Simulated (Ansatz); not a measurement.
# Cl2F2Ga2H2: a ladder of functionals and wavefunction methods

An exercise on one series of results from a longer session: the logs are not shown, and one member is left open.

The runs use Ansatz 0.2.0, Gaussian basis; functionals in def2-TZVPP, the program's frozen cores in correlated methods.

Levels to be run: LDA (SPW92), PBE-D4, revPBE-D4, BLYP-D4, r2SCAN-D4, B97M-V, PBE0-D4, B3LYP-D4, r2SCANh-D4, r2SCAN0-D4, HSE06-D4, BHLYP-D4, CAM-B3LYP-D4, LC-ωPBE, ωB97X-V, ωB97M-V, B2PLYP, PBE-QIDH; CCSD(T)/def2-SVP; MP2/def2-TZVPP; MP2/def2-QZVPP; RPA on PBE.

### The geometry

All runs share one geometry, relaxed beforehand with PBE0-D4 in a triple-zeta def2 set.

SMILES `[Cl][Ga@H-]1[F+][Ga@@H-]([Cl])[F+]1`, 8 atoms, charge 0, spin multiplicity 1.

Atoms are counted from 1 here; the program's logs count them from 0.

Bond lengths: Cl1–Ga2 2.121 Å, Ga2–F3 1.929 Å, Ga2–F6 1.929 Å, Ga2–H7 1.540 Å, F3–Ga4 1.929 Å, Ga4–Cl5 2.121 Å, Ga4–F6 1.929 Å, Ga4–H8 1.540 Å. Angles: Cl1–Ga2–F3 107.0°, Cl1–Ga2–F6 107.0°, Cl1–Ga2–H7 129.7°, F3–Ga2–F6 79.1°, F3–Ga2–H7 111.3°, F6–Ga2–H7 111.3°, Ga2–F3–Ga4 100.9°, F3–Ga4–Cl5 107.0°, F3–Ga4–F6 79.1°, F3–Ga4–H8 111.3°, Cl5–Ga4–F6 107.0°, Cl5–Ga4–H8 129.7°, F6–Ga4–H8 111.3°, Ga2–F6–Ga4 100.9°.

The first run:

File in.yaml:

```yaml
crystal:
  periodic: [false, false, false]
  atoms:
    - {symbol: Cl, position_ang: [0.088297, 2.320323, 1.714231]}
    - {symbol: Ga, position_ang: [1.093120, 0.852173, 0.559011]}
    - {symbol: F, position_ang: [0.085158, 0.628596, -1.070400]}
    - {symbol: Ga, position_ang: [-0.866283, -1.005180, -0.687578]}
    - {symbol: Cl, position_ang: [-2.845203, -0.460363, -0.152127]}
    - {symbol: F, position_ang: [0.216067, -0.831793, 0.899685]}
    - {symbol: H, position_ang: [2.600560, 0.656843, 0.314093]}
    - {symbol: H, position_ang: [-0.371706, -2.160599, -1.576915]}
basis:
  gaussian: {orbitals: def2-TZVPP}
hamiltonian: {xc: lda}
output: {orbitals: {seedname: orbitals}}
```

Run with:

```sh
> ansatz run in.yaml --threads 4 --pin off --events-out ev --progress --plain --max-ram 10444MiB
```

Steps of the session up to this table: LDA; PBE-D4 (GGA); revPBE-D4 (GGA); BLYP-D4 (GGA); r2SCAN-D4 (meta-GGA); B97M-V (meta-GGA); PBE0-D4 (hybrid); B3LYP-D4 (hybrid); r2SCANh-D4 (hybrid); r2SCAN0-D4 (hybrid); HSE06-D4 (hybrid); BHLYP-D4 (hybrid); CAM-B3LYP-D4 (range-separated); LC-ωPBE (range-separated); ωB97X-V (range-separated); ωB97M-V (range-separated); B2PLYP (double hybrid); PBE-QIDH (double hybrid).

One table of the session follows, with a row left open; its other results are not shown here.

It belongs to the step «Frontier levels by functional». 

| functional | HOMO (eV) | gap (eV) |
| --- | --- | --- |
| LDA (SPW92) | -7.83 | 5.82 |
| PBE-D4 | -7.69 | 5.97 |
| revPBE-D4 | -7.63 | 6.05 |
| BLYP-D4 | -7.52 | 5.83 |
| r2SCAN-D4 | -8.07 | 6.71 |
| B97M-V | -8.17 | 6.63 |
| PBE0-D4 | -9.11 | 8.31 |
| B3LYP-D4 | -8.83 | 7.76 |
| r2SCANh-D4 | -8.58 | 7.58 |
| r2SCAN0-D4 | -9.36 | 8.78 |
| HSE06-D4 | ? | ? |
| BHLYP-D4 | -10.38 | 10.34 |
| CAM-B3LYP-D4 | -10.48 | 10.56 |
| LC-ωPBE | -11.93 | 13.22 |
| ωB97X-V | -11.55 | 12.68 |
| ωB97M-V | -11.38 | 12.24 |

Estimate the missing values for HSE06-D4.

The run gave: HOMO (eV): -8.71; gap (eV): 7.54. In the column «HOMO (eV)» it lies between B3LYP-D4 (-8.83) and r2SCANh-D4 (-8.58).
